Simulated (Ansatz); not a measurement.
**TaRu: how the settings move a relaxation**

How sensitive is a relaxation of TaRu to its settings? A reference run comes first, then one run with altered input.

Program: Ansatz 0.2.0. Level of theory: reference: DFT, PBEsol, PAW with Ansatz's default frozen-core files, scalar-relativistic; relaxation of cell and atoms. These are calculated values, not measurements.

2 further runs of the same task are left out: 2 that didn't finish.

## Step 1: The structure to begin with

It takes space group P4/mmm (No. 123, tetragonal). The conventional cell has a = 3.053 Å, b = 3.053 Å, c = 3.389 Å, α = 90.00°, β = 90.00°, γ = 90.00°. Ta (site symmetry 4/mmm) is surrounded by 8 Ru at 2.74 Å and 4 Ta at 3.05 Å. Ru (site symmetry 4/mmm) is surrounded by 8 Ta at 2.74 Å and 4 Ru at 3.05 Å.

As a file:

```xyz
2
Lattice="3.0530 0.0000 0.0000 0.0000 3.0530 0.0000 0.0000 0.0000 3.3890" Properties=species:S:1:pos:R:3 pbc="T T T"
Ta    1.5265    1.5265    1.6945
Ru    0.0000    0.0000    0.0000
```

## Step 2: Reference

Contents of input.yaml:

```yaml
crystal:
  lattice:
    - [3.053, 0.0, 0.0]
    - [0.0, 3.053, 0.0]
    - [0.0, 0.0, 3.389]
  atoms:
    - { symbol: Ta, position: [0.5, 0.5, 0.5] }
    - { symbol: Ru, position: [0.0, 0.0, 0.0] }
kpoints:
  mp_grid: { grid: [14, 14, 12] }
scf:
  occupations: { method: fermi_dirac, width: 0.1 }
hamiltonian:
  xc: pbesol
  pseudopotentials: { kind: paw }
relax:
  f_tol: 0.002
  max_steps: 80
  cell: {}
output:
  forces: true
  stress: true
```

The run is started by

```
$ ansatz run input.yaml --threads 1 --pin off --max-ram 2560MiB --backend cpu --events-out ev --progress --plain --runs-dir out
```

## Step 3: Variant: occupations.method tetrahedron, n_extra_bands 2, width left out

Edit input.yaml of step 2 so:

```diff
@@ -11,3 +11,4 @@
 scf:
-  occupations: { method: fermi_dirac, width: 0.1 }
+  occupations: { method: tetrahedron }
+  n_extra_bands: 2
 hamiltonian:
```

Q: Predict the outcome of this session. Wanted: for each run, ending; energy change; pressure; gap; force.

The runs gave:

| run | ending | energy change | pressure (GPa) | gap (eV) | force (eV/Å) | cycles | time |
| --- | --- | --- | --- | --- | --- | --- | --- |
| reference | converged | 0 | 0.0 | 0.00 | 0.00 | 35 | 36 s |
| 1: occupations.method tetrahedron, n_extra_bands 2, width left out | converged | +0.7 meV/atom (σ→0) | 0.0 | 0.00 | 0.00 | 39 | 40 s |

**Reading.** Changing the smearing and band count moves the energy by +0.7 meV/atom (σ→0 values). Cost: 39 SCF cycles against 35.
